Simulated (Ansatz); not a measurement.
Working through band-curvature effective masses by finite differences of BP, space group F-43m

With the Python package of Ansatz (0.2.0).

Typed at the interpreter:
```pycon
>>> import warnings
>>> import ansatz
>>> import numpy as np
>>> warnings.simplefilter('ignore', ansatz.DeckWarning)
>>> cell = (
...     ansatz.Lattice.of([0.0, 2.269, 2.269], [2.269, 0.0, 2.269], [2.269, 2.269, 0.0])
...     .atom('B', [0.0, 0.0, 0.0])
...     .atom('P', [0.25, 0.25, 0.25])
... )
>>> base = (
...     cell.calculation()
...     .basis(450)
...     .functional('pbe')
...     .kpoints(8)
...     .occupations('fixed')
... )
>>> # find the band extrema among the mesh points first
>>> done = base.band_table().run(threads=1, backend='cpu')
>>> r = done.report
>>> done.lattice.cell_ang
array([[0.   , 2.269, 2.269],
       [2.269, 0.   , 2.269],
       [2.269, 2.269, 0.   ]])
>>> levels = np.array(r['eigenvalues_ev'])
>>> filled = round(r['n_electrons'] / 2)
>>> edges = {'top filled band': (filled - 1, levels[:, filled - 1].argmax()), 'lowest empty band': (filled, levels[:, filled].argmin())}
>>> gap = levels[:, filled].min() - levels[:, filled - 1].max()
>>> print(f'gap on the mesh {gap:.3f} eV')
gap on the mesh 1.273 eV
>>> if gap <= 0.05:
...     print('no gap: band-edge masses have no meaning here')
...     edges = {}
...
>>> reciprocal = 2 * np.pi * np.linalg.inv(done.lattice.cell_ang).T
>>> step = 0.006  # 1/A
>>> # m/m_e = (hbar^2/m_e) / (d2E/dk2), with hbar^2/m_e = 7.61996 eV A^2
>>> pairs = [(0, 1), (0, 2), (1, 2)]
>>> moves = [sign * axis for axis in np.eye(3) for sign in (-1, 1)]
>>> moves += [s1 * np.eye(3)[i] + s2 * np.eye(3)[j] for i, j in pairs for s1 in (1, -1) for s2 in (1, -1)]
>>> for name, (band, index) in edges.items():
...     together = int(np.sum(np.abs(levels[index] - levels[index, band]) < 2e-3))
...     print(name, 'at k =', np.round(r['kpoints_frac'][index], 4), f'E = {levels[index, band]:.4f} eV, degeneracy {together}')
...     centre = np.array(r['kpoints_frac'][index]) @ reciprocal
...     points = [centre] + [centre + step * move for move in moves]
...     table = base.band_structure(points, intervals=1, cartesian=True).run(threads=1, backend='cpu').band_structure().channels[0].eigenvalues_ev
...     if together > 1:
...         level = np.flatnonzero(np.abs(levels[index] - levels[index, band]) < 2e-3)
...         along = (table[1, level] + table[2, level] - 2 * table[0, level]) / step ** 2
...         print('  degenerate level, no single mass tensor; masses of its branches along x:', np.round(7.61996 / along, 3), 'm_e')
...         continue
...     e = table[:, band]
...     hessian = np.diag((e[1:7:2] + e[2:7:2] - 2 * e[0]) / step ** 2)
...     for (i, j), (pp, pm, mp, mm) in zip(pairs, e[7:].reshape(3, 4)):
...         hessian[i, j] = hessian[j, i] = (pp - pm - mp + mm) / (4 * step ** 2)
...     curvatures, axes = np.linalg.eigh(hessian)
...     slope = (e[2:7:2] - e[1:7:2]) / (2 * step)
...     print('  slope (eV A):', np.round(slope, 3) + 0.0, '' if np.abs(slope).max() < 0.05 else '- no extremum here, so these are local curvatures and no band-edge masses')
...     for curvature, axis in zip(curvatures, axes.T):
...         print(f'  principal mass {7.61996 / curvature:8.3f} m_e along', np.round(axis, 2) + 0.0)
...
top filled band at k = [0. 0. 0.] E = 9.2650 eV, degeneracy 3
  degenerate level, no single mass tensor; masses of its branches along x: [-0.256 -0.256 -0.337] m_e
lowest empty band at k = [0.    0.375 0.375] E = 10.5383 eV, degeneracy 1
  slope (eV A): [-0.641  0.     0.   ] - no extremum here, so these are local curvatures and no band-edge masses
  principal mass    1.253 m_e along [1. 0. 0.]
  principal mass    0.221 m_e along [ 0.    0.98 -0.2 ]
  principal mass    0.221 m_e along [0.   0.2  0.98]
```

Reading the output:
- Semilocal gaps usually lie well under measured ones.
- The structure is a deposited one; some such entries were measured under pressure or heat, so a shift against it needn't be the functional's error alone.
- Gaps and levels are Kohn-Sham values on a finite set of k-points.
- The masses are finite-difference curvatures at extrema found on a coarse mesh, which needn't be the true band edges; a step that is long against the gap makes them too heavy. At a valence maximum the curvature is negative (the hole mass is its size); mixed signs mark a saddle. Spin-orbit coupling is left out, and light masses scale with the Kohn-Sham gap.
- Timing: 5.2 s on 1 thread of Intel(R) Xeon(R) Platinum 8259CL CPU @ 2.50GHz (Skylake/Cascade Lake), with other jobs on the host, peak memory 0.37 GiB.
